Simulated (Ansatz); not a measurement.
**CH4BClO: molecular dynamics**

The plan is to follow the molecule's vibrations and see whether its bonds hold. The start is relaxed first. Runs: 300 steps of 0.5 fs at constant energy, with velocities drawn for 1000 K. SMILES of the start: CB(O)Cl.

Program: Ansatz 0.2.0. Level of theory: RKS PBE0-D4/def2-SVP. These are calculated values, not measurements.

### Step 1. Starting point

Bond lengths: B1–Cl2 1.860 Å, B1–C3 1.600 Å, C3–H4 1.110 Å, C3–H5 1.110 Å, C3–H6 1.110 Å, B1–O7 1.410 Å, O7–H8 1.010 Å. Angles: Cl2–B1–C3 120.0°, Cl2–B1–O7 120.0°, C3–B1–O7 120.0°, B1–C3–H4 109.5°, B1–C3–H5 109.5°, B1–C3–H6 109.5°, H4–C3–H5 109.4°, H4–C3–H6 109.4°, H5–C3–H6 109.4°, B1–O7–H8 109.5°.

As a file:

```xyz
8

B     0.0000    0.0000    0.0000
Cl    0.0000    0.0000    1.8600
C     1.3856    0.0000   -0.8000
H     1.7152   -1.0462   -0.9702
H     1.2491    0.5080   -1.7774
H     2.1552    0.5381   -0.2082
O    -1.2211    0.0000   -0.7050
H    -1.7308   -0.8467   -0.4965
```

### Step 2. Preparing the start

Contents of input.yaml:

```yaml
crystal:
  periodic: [false, false, false]
  atoms:
    - { symbol: B, position_ang: [0.0, 0.0, 0.0] }
    - { symbol: Cl, position_ang: [0.0, 0.0, 1.86] }
    - { symbol: C, position_ang: [1.3856, 0.0, -0.8] }
    - { symbol: H, position_ang: [1.7152, -1.0462, -0.9702] }
    - { symbol: H, position_ang: [1.2491, 0.508, -1.7774] }
    - { symbol: H, position_ang: [2.1552, 0.5381, -0.2082] }
    - { symbol: O, position_ang: [-1.2211, 0.0, -0.705] }
    - { symbol: H, position_ang: [-1.7308, -0.8467, -0.4965] }
basis:
  gaussian: { orbitals: def2-SVP }
hamiltonian:
  xc: pbe0
  dispersion: d4
relax:
  f_tol: 0.02
  max_steps: 40
```

Launch:

```bash
$ ansatz run input.yaml --threads 1 --pin off --max-ram 2048MiB --backend cpu --events-out ev --progress --plain --runs-dir out
```

The log of the run (excerpt; [...] marks lines left out):

```text
Warning: RAYON_NUM_THREADS=1 ignored (pool sized by the plan → 1); use --threads N
[...]
Functional definition: PBE0
[...]
861 factors; integrals over basis functions are off by at most 3.2e-4 eV
[...]
mean field -16335.36811223 eV, -600.3137056143 hartree, gradient 4.2e-5 eV, S^2 0.000000; 0 other end points of the search recorded, 0 dependent functions left out
[...]
reference -16335.36813441 eV, -600.3137064292 hartree; 20, 20 occupied and 60, 60 virtual orbitals, 861 factors
relax step   1: F+E_penalty+E_count = -16335.47903497 eV  Δ(F+E_penalty+E_count) = +0.000e0 eV  max|allowed force component| = 2.138e0 eV/Å  Δτ_max = 0.0000 Å  (26 SCF iters, accepted)
[...]
relax step   3: F+E_penalty+E_count = -16335.93162886 eV  Δ(F+E_penalty+E_count) = -1.596e-1 eV  max|allowed force component| = 2.145e0 eV/Å  Δτ_max = 0.1998 Å  (29 SCF iters, accepted)
[...]
relax step   5: F+E_penalty+E_count = -16336.11763107 eV  Δ(F+E_penalty+E_count) = -1.237e-2 eV  max|allowed force component| = 4.029e-1 eV/Å  Δτ_max = 0.0759 Å  (29 SCF iters, accepted)
[...]
relax step   7: F+E_penalty+E_count = -16336.12481134 eV  Δ(F+E_penalty+E_count) = -1.392e-3 eV  max|allowed force component| = 5.376e-2 eV/Å  Δτ_max = 0.0333 Å  (30 SCF iters, accepted)
[...]
relax step   9: F+E_penalty+E_count = -16336.12518537 eV  Δ(F+E_penalty+E_count) = -6.414e-6 eV  max|allowed force component| = 6.337e-2 eV/Å  Δτ_max = 0.0626 Å  (29 SCF iters, accepted)
[...]
relax step  10: F+E_penalty+E_count = -16336.12486515 eV  Δ(F+E_penalty+E_count) = +3.202e-4 eV  max|allowed force component| = 1.130e-1 eV/Å  Δτ_max = 0.0121 Å  (31 SCF iters, rejected (line search))
[...]
relax step  11: F+E_penalty+E_count = -16336.12551081 eV  Δ(F+E_penalty+E_count) = -3.254e-4 eV  max|allowed force component| = 1.333e-3 eV/Å  Δτ_max = 0.0041 Å  (23 SCF iters, accepted)
861 factors; integrals over basis functions are off by at most 2.9e-4 eV
[...]
mean field -16336.01301093 eV, -600.3374052043 hartree, gradient 1.5e-5 eV, S^2 0.000000; 1 other end points of the search recorded, 0 dependent functions left out
[...]
reference -16336.01303283 eV, -600.3374060093 hartree; 20, 20 occupied and 60, 60 virtual orbitals, 861 factors
Total energy: -16336.12553272 eV, -600.3415403039 hartree
Atom 0 at     0.019648    -0.180485    -0.089360 Å, force    -0.001333    -0.000429     0.000204 eV/Å
Atom 1 at    -0.039081    -0.505523     1.669650 Å, force    -0.000320     0.000016    -0.000390 eV/Å
Atom 2 at     1.391496     0.017195    -0.806260 Å, force     0.000769    -0.000213    -0.000056 eV/Å
Atom 3 at     2.024374    -0.875122    -0.673636 Å, force     0.000200     0.000374    -0.000281 eV/Å
Atom 4 at     1.269901     0.211523    -1.880905 Å, force     0.000662     0.000144    -0.000102 eV/Å
Atom 5 at     1.944825     0.854491    -0.351337 Å, force    -0.000019     0.000099    -0.000322 eV/Å
Atom 6 at    -1.143262    -0.113948    -0.763321 Å, force     0.000269    -0.000539     0.000814 eV/Å
Atom 7 at    -1.914701    -0.254931    -0.202131 Å, force    -0.000228     0.000547     0.000133 eV/Å
Dipole moment:    -0.121623     0.005701    -0.065846 e Å
```

Wall time 30 s (1 thread of Arm Neoverse V2, shared host); peak memory 0.15 GiB.

Step by step:

```
step  energy from step 1 (eV)  largest force component (eV/Å)
   1                   0.0000                          2.1382
   2                  -0.2930                          2.1551
   3                  -0.4526                          2.1451
   4                  -0.6262                          0.7449
   5                  -0.6386                          0.4029
   6                  -0.6444                          0.2030
   7                  -0.6458                          0.0538
   8                  -0.6461                          0.0077
   9                  -0.6462                          0.0634
 10x                  -0.6458                          0.1130
  11                  -0.6465                          0.0013
```

Step 1 is the start. 1 step was tried and not accepted (marked x).

After: Bond lengths: B1–Cl2 1.790 Å, B1–C3 1.560 Å, C3–H4 1.102 Å, C3–H5 1.099 Å, C3–H6 1.102 Å, B1–O7 1.346 Å, O7–H8 0.964 Å. Angles: Cl2–B1–C3 120.2°, Cl2–B1–O7 118.2°, C3–B1–O7 121.6°, B1–C3–H4 110.3°, B1–C3–H5 112.0°, B1–C3–H6 110.4°, H4–C3–H5 108.9°, H4–C3–H6 106.1°, H5–C3–H6 109.0°, B1–O7–H8 113.1°.

### Step 3. The run

300 steps of 0.5 fs at constant energy, with velocities drawn for 1000 K, from the relaxed start.

Contents of input.yaml:

```yaml
crystal:
  periodic: [false, false, false]
  atoms:
    - { symbol: B, position_ang: [0.019648, -0.180485, -0.08936] }
    - { symbol: Cl, position_ang: [-0.039081, -0.505523, 1.66965] }
    - { symbol: C, position_ang: [1.391496, 0.017195, -0.80626] }
    - { symbol: H, position_ang: [2.024374, -0.875122, -0.673636] }
    - { symbol: H, position_ang: [1.269901, 0.211523, -1.880905] }
    - { symbol: H, position_ang: [1.944825, 0.854491, -0.351337] }
    - { symbol: O, position_ang: [-1.143262, -0.113948, -0.763321] }
    - { symbol: H, position_ang: [-1.914701, -0.254931, -0.202131] }
basis:
  gaussian: { orbitals: def2-SVP }
hamiltonian:
  xc: pbe0
  dispersion: d4
md:
  timestep: 0.5
  n_steps: 300
  ensemble: nve
  temperature: 1000.0
  initial_velocities: maxwell_boltzmann
  seed: 6338
```

Launch:

```bash
$ ansatz run input.yaml --threads 1 --pin off --max-ram 2048MiB --backend cpu --events-out ev --progress --plain --runs-dir out
```

The log of the run (excerpt; [...] marks lines left out):

```text
Warning: RAYON_NUM_THREADS=1 ignored (pool sized by the plan → 1); use --threads N
[...]
[... 1 set-up line as earlier in the session ...]
[...]
860 factors; integrals over basis functions are off by at most 3.1e-4 eV
[...]
mean field -16336.01298977 eV, -600.3374044266 hartree, gradient 3.2e-5 eV, S^2 0.000000; 0 other end points of the search recorded, 0 dependent functions left out
[...]
reference -16336.01301155 eV, -600.3374052271 hartree; 20, 20 occupied and 60, 60 virtual orbitals, 860 factors
md step     0: t =     0.00 fs  T =  1000.0 K  F+E_penalty+E_count = -16336.12548965 eV  E_kin = 0.775560 eV  conserved = -16335.34992966 eV  (25 SCF iters)
[...]
md step    18: t =     9.00 fs  T =   362.6 K  F+E_penalty+E_count = -16335.62939347 eV  E_kin = 0.281256 eV  conserved = -16335.34813782 eV  (30 SCF iters, 3 dispersion substeps)
[...]
md step    36: t =    18.00 fs  T =   243.5 K  F+E_penalty+E_count = -16335.53661020 eV  E_kin = 0.188848 eV  conserved = -16335.34776215 eV  (31 SCF iters, 3 dispersion substeps)
[...]
md step    54: t =    27.00 fs  T =   590.8 K  F+E_penalty+E_count = -16335.80685495 eV  E_kin = 0.458162 eV  conserved = -16335.34869270 eV  (30 SCF iters, 3 dispersion substeps)
[...]
md step    70: t =    35.00 fs  T =   498.3 K  F+E_penalty+E_count = -16335.73502066 eV  E_kin = 0.386437 eV  conserved = -16335.34858363 eV  (27 SCF iters, 3 dispersion substeps)
md step    71: t =    35.50 fs  T =   499.8 K  F+E_penalty+E_count = -16335.73629126 eV  E_kin = 0.387615 eV  conserved = -16335.34867581 eV  (30 SCF iters, 3 dispersion substeps)
```

### Step 4. More of the same log: dynamics from the start

Output, continued (excerpt; [...] marks lines left out):

```text
md step    72: t =    36.00 fs  T =   494.5 K  F+E_penalty+E_count = -16335.73219208 eV  E_kin = 0.383528 eV  conserved = -16335.34866443 eV  (30 SCF iters, 3 dispersion substeps)
[...]
md step    94: t =    47.00 fs  T =   663.9 K  F+E_penalty+E_count = -16335.86414641 eV  E_kin = 0.514906 eV  conserved = -16335.34924067 eV  (30 SCF iters, 3 dispersion substeps)
[...]
md step   116: t =    58.00 fs  T =   846.0 K  F+E_penalty+E_count = -16336.00591994 eV  E_kin = 0.656144 eV  conserved = -16335.34977599 eV  (30 SCF iters, 3 dispersion substeps)
[...]
md step   138: t =    69.00 fs  T =   569.5 K  F+E_penalty+E_count = -16335.79139467 eV  E_kin = 0.441686 eV  conserved = -16335.34970912 eV  (30 SCF iters, 3 dispersion substeps)
[...]
md step   160: t =    80.00 fs  T =   307.2 K  F+E_penalty+E_count = -16335.58640882 eV  E_kin = 0.238221 eV  conserved = -16335.34818811 eV  (26 SCF iters, 3 dispersion substeps)
md step   161: t =    80.50 fs  T =   354.6 K  F+E_penalty+E_count = -16335.62330467 eV  E_kin = 0.274995 eV  conserved = -16335.34830951 eV  (30 SCF iters, 3 dispersion substeps)
md step   162: t =    81.00 fs  T =   405.6 K  F+E_penalty+E_count = -16335.66300433 eV  E_kin = 0.314592 eV  conserved = -16335.34841212 eV  (30 SCF iters, 3 dispersion substeps)
```

### Step 5. The log goes on: dynamics from the start

The log, continued (excerpt; [...] marks lines left out):

```text
md step   163: t =    81.50 fs  T =   458.1 K  F+E_penalty+E_count = -16335.70378091 eV  E_kin = 0.355278 eV  conserved = -16335.34850341 eV  (30 SCF iters, 3 dispersion substeps)
[...]
md step   181: t =    90.50 fs  T =   332.0 K  F+E_penalty+E_count = -16335.60587939 eV  E_kin = 0.257504 eV  conserved = -16335.34837569 eV  (30 SCF iters, 3 dispersion substeps)
[...]
md step   199: t =    99.50 fs  T =   612.6 K  F+E_penalty+E_count = -16335.82391474 eV  E_kin = 0.475102 eV  conserved = -16335.34881230 eV  (30 SCF iters, 3 dispersion substeps)
[...]
md step   217: t =   108.50 fs  T =   493.5 K  F+E_penalty+E_count = -16335.73148230 eV  E_kin = 0.382738 eV  conserved = -16335.34874405 eV  (30 SCF iters, 3 dispersion substeps)
[...]
Total energy: -16335.48961339 eV, -600.3181706997 hartree
Atom 0 at    -0.086897    -0.240498    -0.083752 Å, force     3.397870     0.713503    -1.562106 eV/Å
Atom 1 at     0.003802    -0.500104     1.690535 Å, force    -0.672474    -0.190263    -0.454402 eV/Å
Atom 2 at     1.395707    -0.005877    -0.774061 Å, force    -1.109062     0.571389    -1.101124 eV/Å
Atom 3 at     2.079810    -0.872580    -0.811288 Å, force    -0.011940     0.172410     0.876337 eV/Å
Atom 4 at     1.493634     0.367334    -1.856087 Å, force    -0.968110    -0.395841     1.168416 eV/Å
Atom 5 at     1.737592     0.854977    -0.179559 Å, force     0.829933    -0.289741     0.214603 eV/Å
Atom 6 at    -1.178198    -0.063238    -0.837421 Å, force    -0.876224    -1.251648     1.540822 eV/Å
Atom 7 at    -1.847853    -0.490696    -0.263262 Å, force    -0.589994     0.670190    -0.682548 eV/Å
Dipole moment:    -0.188208    -0.109019    -0.009698 e Å
```

Wall time 11 min (1 thread of Arm Neoverse V2, shared host); peak memory 0.14 GiB.

### Step 6. Frames and traces

The trajectory, every 22 steps (energies from step 0):

```
time (fs)  T (K)  potential energy change (meV/atom)  total energy change (meV/atom)
      0.0   1000                                 0.0                            0.00
     11.0    614                                37.5                            0.11
     22.0    457                                52.8                            0.14
     33.0    476                                51.0                            0.23
     44.0    604                                38.6                            0.19
     55.0    401                                58.4                            0.32
     66.0     87                                88.9                            0.39
     77.0    294                                68.7                            0.31
     88.0    563                                42.6                            0.22
     99.0    619                                37.0                            0.13
    110.0    452                                53.4                            0.21
    121.0    517                                47.0                            0.15
    132.0    794                                20.1                            0.09
    143.0    632                                35.8                            0.10
    150.0    183                                79.5                            0.31
```

time (fs), T (K) and a bar:
```
      0.0       1000 ##############################
      6.5        221 ###
     13.0        679 ###################
     19.5        214 ###
     26.0        639 ##################
     32.5        479 ############
     39.0        418 ##########
     45.5        649 ##################
     52.0        299 ######
     58.5        858 #########################
     65.0        131 
     71.5        739 #####################
     78.5        218 ###
     85.0        787 #######################
     91.5        282 #####
     98.0        600 ################
    104.5        467 ############
    111.0        426 ##########
    117.5        654 ##################
    124.0        316 ######
    130.5        799 #######################
    137.0        238 ####
    143.5        639 ##################
    150.0        183 ##
```

Maxima of the velocity power spectrum (cm⁻¹, relative height; resolution about 440 cm⁻¹): 440 (22), 1220 (100), 3060 (11).

### Step 7. Frames from the trajectory

Extended XYZ, with forces in eV/Å:

```xyz
8
time_fs=19.0 T=204 dE=0.6197
B     0.041   -0.071   -0.137   -2.990   -1.306    2.604
Cl   -0.027   -0.511    1.632    0.143    0.352    0.226
C     1.395    0.014   -0.748    2.170   -0.286    0.797
H     1.922   -0.935   -0.418   -0.728    0.277   -1.083
H     1.247    0.187   -1.801    0.844   -0.013   -0.891
H     2.128    0.673   -0.209   -0.882    0.344   -0.698
O    -1.182   -0.165   -0.717    0.140    0.856   -1.122
H    -2.058   -0.124   -0.284    1.302   -0.223    0.167
8
time_fs=37.5 T=449 dE=0.4290
B    -0.024   -0.180   -0.067    0.756    0.750   -2.628
Cl   -0.017   -0.500    1.656   -0.295   -0.222    0.514
C     1.415    0.008   -0.781    0.651   -0.213    1.623
H     2.064   -0.891   -0.582   -0.822   -0.008   -0.567
H     1.490    0.308   -1.835   -0.278   -0.122    0.054
H     2.081    0.673   -0.164   -0.782    0.275   -0.415
O    -1.211   -0.096   -0.793    0.896   -1.286    2.591
H    -1.808   -0.532   -0.128   -0.126    0.827   -1.171
8
time_fs=56.0 T=564 dE=0.3402
B    -0.015   -0.247   -0.119    1.919    0.414    1.701
Cl   -0.025   -0.497    1.684   -0.202   -0.125   -0.444
C     1.385    0.020   -0.780   -2.171    0.423   -1.694
H     1.895   -0.906   -0.921    1.303   -0.779    0.515
H     1.247    0.392   -1.824   -0.184   -0.099    0.412
H     1.819    0.842   -0.245    1.144    0.176    0.714
O    -1.122   -0.108   -0.779   -2.339    0.189   -1.399
H    -1.998   -0.112   -0.366    0.529   -0.198    0.195
8
time_fs=75.0 T=617 dE=0.2981
B     0.038   -0.188   -0.120    0.117   -0.513    2.130
Cl   -0.050   -0.508    1.703    0.107    0.199   -0.914
C     1.375    0.017   -0.827   -0.378    0.587   -1.884
H     1.906   -0.932   -1.017    0.530    0.360    0.665
H     1.131    0.380   -1.865    0.081   -0.202    0.637
H     1.869    0.875   -0.350    0.775   -0.544    0.184
O    -1.097   -0.122   -0.772   -0.552    0.324   -1.553
H    -1.923   -0.103   -0.313   -0.681   -0.211    0.735
8
time_fs=94.0 T=303 dE=0.5421
B     0.055   -0.153   -0.023   -0.464    0.838   -3.453
Cl   -0.067   -0.512    1.685    0.274   -0.113    0.396
C     1.414    0.045   -0.895    1.628   -0.967    1.816
H     2.014   -0.931   -0.778   -1.075    0.589   -0.463
H     1.355    0.284   -1.971   -0.445   -0.096    0.280
H     2.262    0.661   -0.454   -1.254    0.107   -0.171
O    -1.157   -0.110   -0.761    2.491   -0.370    1.567
H    -1.737   -0.531   -0.129   -1.156    0.013    0.027
8
time_fs=112.5 T=411 dE=0.4585
B     0.082   -0.092   -0.113   -3.345   -1.542    2.204
Cl   -0.053   -0.510    1.651    0.426    0.322    0.113
C     1.384    0.009   -0.813    1.741    0.406    0.848
H     1.982   -0.898   -0.672   -0.345   -0.622   -0.693
H     1.123    0.322   -1.794    0.600    0.155   -1.549
H     2.089    0.672   -0.288   -0.337    0.668   -0.237
O    -1.142   -0.155   -0.712    0.327    0.745   -0.704
H    -1.963   -0.177   -0.188    0.932   -0.132    0.017
8
time_fs=131.0 T=811 dE=0.1472
B    -0.021   -0.244   -0.131    1.347    0.824    1.357
Cl   -0.017   -0.497    1.669   -0.190   -0.178   -0.352
C     1.402    0.028   -0.771   -1.162   -0.344   -0.903
H     1.941   -0.921   -0.723    0.488   -0.144    0.063
H     1.337    0.330   -1.842    0.019   -0.105    0.488
H     1.936    0.793   -0.204    0.199    0.072    0.199
O    -1.165   -0.107   -0.764   -1.951   -0.011   -0.564
H    -2.023   -0.150   -0.281    1.250   -0.114   -0.288
8
time_fs=150.0 T=183 dE=0.6359
B    -0.087   -0.240   -0.084    3.398    0.714   -1.562
Cl    0.004   -0.500    1.690   -0.672   -0.190   -0.454
C     1.396   -0.006   -0.774   -1.109    0.571   -1.101
H     2.080   -0.873   -0.811   -0.012    0.172    0.876
H     1.494    0.367   -1.856   -0.968   -0.396    1.168
H     1.738    0.855   -0.180    0.830   -0.290    0.215
O    -1.178   -0.063   -0.837   -0.876   -1.252    1.541
H    -1.848   -0.491   -0.263   -0.590    0.670   -0.682
```

### Step 8. Summary of results

```
                          quantity                          value
           relaxation of the start        9 moves, 0.646 eV lower
                            length            300 steps of 0.5 fs
  temperature, first and last step                 1000 and 183 K
          temperature, second half  mean 483 K, from 183 to 811 K
     potential energy, second half    +50 meV/atom from the start
largest change of the total energy                  0.40 meV/atom
            bonds formed or broken                              0
```

**Reading.** The temperature starts at 1000 K and averages 483 K in the second half, where it ranges from 183 to 811 K; a mean near half the start is what vibrations about a minimum give, since they share energy equally between motion and strain. The total energy strays from its start by at most 0.40 meV/atom, 0.8 % of the mean kinetic energy, which is good for a step of 0.5 fs. No bond forms or breaks. Averages from a run of 150 fs with 8 atoms are rough. The nuclei move classically, without zero-point motion, which matters most for hydrogen.
